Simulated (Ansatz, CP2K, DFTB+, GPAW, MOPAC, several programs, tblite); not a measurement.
# BaMg3S4 from cheap methods to r2SCAN

How much accuracy does each second buy? BaMg3S4 is computed with 8 methods of unlike cost, up to r2SCAN.

Program: MOPAC, tblite, CP2K, Ansatz, GPAW (versions at each run). Level of theory: no spin polarisation, static lattice; gaps from single points on the cell relaxed beforehand with r²SCAN. These are calculated values, not measurements.

1 further run of the same task is left out (it didn't finish).

## 1. The starting structure

It takes space group Pm-3m (No. 221, cubic). Conventional cell: a = 5.670 Å, b = 5.670 Å, c = 5.670 Å, α = 90.00°, β = 90.00°, γ = 90.00°. Mg (site symmetry 4/mmm) is surrounded by 6 S at 2.83 Å. S (site symmetry 4/mmm) has 2 Ba at 2.83 Å and 4 Mg at 2.83 Å in its first shell of neighbours. Around Ba (site symmetry m-3m) lie 6 S at 2.83 Å. S (site symmetry m-3m) is surrounded by 6 Mg at 2.83 Å.

As a file:

```
CELL_PARAMETERS angstrom
5.66958 0.00000 0.00000
0.00000 5.66958 0.00000
0.00000 0.00000 5.66958
ATOMIC_POSITIONS crystal
Mg 0.50000 0.00000 0.00000
S 0.00000 0.50000 0.50000
Mg 0.00000 0.50000 0.00000
S 0.50000 0.00000 0.50000
Mg 0.00000 0.00000 0.50000
S 0.50000 0.50000 0.00000
Ba 0.50000 0.50000 0.50000
S 0.00000 0.00000 0.00000
```

The structure type (ordered alloy on rocksalt lattice) is imposed and need not be the compound's stable one.

**Question.** The methods are PM7, GFN2-xTB (tblite), PBE/DZVP, PBE/SZV, coarse PBE, GLLB-SC, PBE, r2SCAN. What gap does r2SCAN give on this cell, and which other methods (full PBE left aside) come nearest to r2SCAN and farthest in gap?

```
                                      quantity                                  value
                                        r2SCAN  gap 1.84 eV, 22.78 Å³/atom, B₀ 61 GPa
gap: nearest and farthest of the other methods  coarse PBE (-0.69 eV), PM7 (-1.84 eV)
```

In words: Among the 6 methods compared for the gap (full PBE left aside), coarse PBE is nearest to r2SCAN and PM7 farthest. A minimal basis or a coarse cutoff and mesh shifts results by its own error, so closeness to r2SCAN can be chance. Cluster runs see only the k-points that fold onto the zone centre, so their gaps can miss the band edges. GLLB-SC is compared with its derivative discontinuity added. No volume is given for PM7, GFN2-xTB (tblite), PBE/DZVP, PBE/SZV, coarse PBE, which can hide a larger miss. CPU times run from 1.3 s (coarse PBE) to 60 s (GLLB-SC). On this cell GFN2-xTB (tblite), PBE/DZVP, PBE/SZV, GLLB-SC cost more than r2SCAN itself (8 s), so they are no saving here. PM7, GFN2-xTB (tblite) disagree with r2SCAN even on whether there is a gap. r2SCAN is a yardstick, not the truth: it usually gives gaps below the measured ones. Spin-orbit coupling is left out throughout.
